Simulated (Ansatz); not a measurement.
Run this with the Python package of Ansatz (0.2.0) and show what comes out.

The script, `run_edit.py`:
```python
# -*- coding: utf-8 -*-
"""Editing single keys of the input for Hg3Pt."""

import ansatz as az

lattice = az.Lattice.of(
    (-2.102183, 2.102183, 4.632532),
    (2.102183, -2.102183, 4.632532),
    (2.102183, 2.102183, -4.632532),
)
sites = [
    ("Hg", (0.75, 0.25, 0.5)),
    ("Hg", (0.25, 0.75, 0.5)),
    ("Hg", (0.5, 0.5, 0.0)),
    ("Pt", (0.0, 0.0, 0.0)),
]
structure = az.Crystal(lattice=lattice)
for symbol, position in sites:
    structure = structure.atom(symbol, position)

calc = (
    structure.calculation()
    .kpoints(7, 7, 7)
    .occupations("fermi_dirac", width=100 * az.meV)
    .pseudopotentials("paw")
    .functional("PBE")
    .band_table()
)
typed = calc.input()
rows = []
for value in [1, 2, 3]:
    edited = typed.set(az.key.basis.xc_grid, value)
    data = az.Session.from_dict(edited).plan().execute().report
    rows.append((value, data["free_energy_ev"], data["n_iterations"], len(data["eigenvalues_ev"][0]) if "eigenvalues_ev" in data else 0))
for row in rows:
    print("; ".join(f"{name} = {round(v, 4) if isinstance(v, float) else v}" for name, v in zip(["xc grid", "F eV", "iterations", "bands listed"], row)))
```

```console
$ python run_edit.py
DeckWarning: basis.ecutwfc = 420 eV, auto-derived from the records' recommended cutoffs: set by Hg (normal level)
xc grid = 1; F eV = -53962.7254; iterations = 7; bands listed = 47
xc grid = 2; F eV = -53962.7254; iterations = 7; bands listed = 47
xc grid = 3; F eV = -53962.7254; iterations = 7; bands listed = 47
```
(Warnings from the package without file and line, repeats left out.)

Reading the output:
- Total energies depend on the potentials; only differences at equal settings carry meaning. A total without «per atom» is that of the whole cell that was run.
- No spin polarisation was allowed.
- The mesh is modest for a metal, so energies can be off by several to tens of meV an atom and pressures by half a GPa or more; differences at equal mesh fare better.
- Spin-orbit coupling, which matters for elements this heavy, is left out.
- The structure comes from a database of computed cells and needn't be a stable or known phase.
- Wall time of the script: 14 s on 1 thread of Arm Neoverse V2 (shared host), peak memory 0.53 GiB.
